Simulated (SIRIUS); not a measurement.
Runs of SIRIUS 7.12.0 on HfIn4SiO6. It takes space group C2 (No. 5, monoclinic). Conventional cell: a = 5.432 Å, b = 9.407 Å, c = 7.635 Å, α = 90.00°, β = 104.03°, γ = 90.00°. Hf (site symmetry 2) has 6 O at 2.13 to 2.14 Å as nearest neighbours. In (site symmetry 2) is surrounded by 2 O at 2.73 Å and 4 In at 3.12 Å. Around In (site symmetry 2) lie 6 O at 2.23 Å. In (site symmetry 2) is surrounded by 2 O at 2.73 Å and 3 In at 3.07 to 3.12 Å. Around In (site symmetry 2) lie 2 O at 2.73 Å and 3 In at 3.07 to 3.12 Å. Si (site symmetry 2) is surrounded by 6 O at 1.85 Å. Around O (site symmetry 1) lie 1 Si at 1.85 Å. O (site symmetry 1) has 1 Si at 1.85 Å as nearest neighbours. The cell was built by a generator and needn't be a form met in nature.

```tsv
level	U	cell	k mesh	form of the Hubbard term	hubbard projectors	start of the occupations	mesh quality	gap on the mesh (eV)	pressure (GPa)	largest force (eV/Å)
PBE	-	as given	3 × 3 × 2	-	-	-	coarse	none	-0.4	0.25
PBE+U	Hf d U = 2 eV	as given	3 × 3 × 2	simplified (Dudarev)	orthogonalised atomic orbitals	the program's own	coarse	none	0.1	0.26
PBE+U	Hf d U = 8 eV	as given	3 × 3 × 2	simplified (Dudarev)	orthogonalised atomic orbitals	the program's own	coarse	none	1.8	0.38
PBE+U	Hf d U = 6 eV	as given	3 × 3 × 2	simplified (Dudarev)	orthogonalised atomic orbitals	the program's own	coarse	none	(a)	0.28
PBE+U	Hf d U = 4 eV	as given	3 × 3 × 2	simplified (Dudarev)	orthogonalised atomic orbitals	the program's own	coarse	none	0.6	(b)
PBE	-	atoms moved at random, drawn with an rms of 0.05 Å	6 × 6 × 4	-	-	-	not flagged	none	-1.0	1.32
PBE	-	as given	6 × 6 × 4	-	-	-	not flagged	none	-0.4	0.10
```

Alike in all rows: task single point; potentials or basis PseudoDojo 0.4.1 PBE standard (scalar relativistic); no spin polarisation; cutoff (eV) 1152; smearing fermi-dirac 0.05 eV.

Fill in the values left out.

(a) 1.2; (b) 0.27.

Caveats: some runs use coarse meshes; U without spin polarisation on a metal has little footing (some runs).

A k mesh can miss the band edges, and the runs leave out spin-orbit coupling on Hf, In.

A gap of «none» marks a metal or a gap under the smearing width.
